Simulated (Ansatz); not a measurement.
# interstitial H in Be: a dynamics run in two tries

The task is a short trajectory. The host cell (hcp) has 16 atoms; the extra atom is the last.

All numbers below are computed with Ansatz 0.2.0 (DFT PBE, plane waves, PAW, scalar-relativistic, no spin polarisation).

## Step 1: The system as given

The cell holds 17 atoms (Be16H): a = 4.580 Å, b = 3.966 Å, c = 7.177 Å, α = 90.00°, β = 90.00°, γ = 90.00°.

The coordinates stand in the first input below.

## Step 2: First attempt

Contents of input.yaml:

```yaml
crystal:
  lattice:
    - [-2.29, -3.966396, 0.0]
    - [3.435, -1.983198, 0.0]
    - [0.0, 0.0, 7.17686]
  atoms:
    - { symbol: Be, position: [0.7788755, 0.46892561, -0.00422376] }
    - { symbol: Be, position: [0.54104785, 0.34820209, 0.24334748] }
    - { symbol: Be, position: [0.76351812, 0.50111485, 0.49972737] }
    - { symbol: Be, position: [0.51147929, 0.34698496, 0.76257546] }
    - { symbol: Be, position: [0.52349898, -0.00598827, 0.00408058] }
    - { symbol: Be, position: [0.24992578, 0.86856735, 0.2269765] }
    - { symbol: Be, position: [0.422288, 0.06882788, 0.5261923] }
    - { symbol: Be, position: [0.23383683, 0.87778661, 0.74210587] }
    - { symbol: Be, position: [0.22417505, 0.4409414, -0.0190554] }
    - { symbol: Be, position: [0.0136243, 0.34538608, 0.25906459] }
    - { symbol: Be, position: [0.26741841, 0.53449739, 0.49837414] }
    - { symbol: Be, position: [0.02233182, 0.29885915, 0.73810663] }
    - { symbol: Be, position: [-0.02035376, -0.02746069, -0.00777924] }
    - { symbol: Be, position: [0.7587622, 0.82579264, 0.25617063] }
    - { symbol: Be, position: [-0.01900589, -0.0082935, 0.51872301] }
    - { symbol: Be, position: [0.71915387, 0.78205863, 0.76264925] }
    - { symbol: H, position: [0.32862733, 0.18781678, 0.30956144] }
basis:
  ecutwfc: 420.0
kpoints:
  mp_grid: { grid: [4, 4, 3] }
hamiltonian:
  xc: pbe
scf:
  occupations: { method: fermi_dirac, width: 0.05 }
  lower_state_search: "off"
  max_iter: 95
md:
  timestep: 0.5
  n_steps: 25
  ensemble: nvt_langevin
  initial_velocities: maxwell_boltzmann
  seed: 815720
```

The run is started by

```
> ansatz run input.yaml --threads 1 --pin off --max-ram 3072MiB --backend cpu --events-out ev --progress --plain --runs-dir out
```

Before running it: what results should come out? Wanted: first try.

As calculated:

| quantity | value |
| --- | --- |
| first try | refused |
| cause | a Langevin thermostat is asked for with no temperature to hold |

**Reading.** The fault in the first input was caught at the input check and cost nothing.
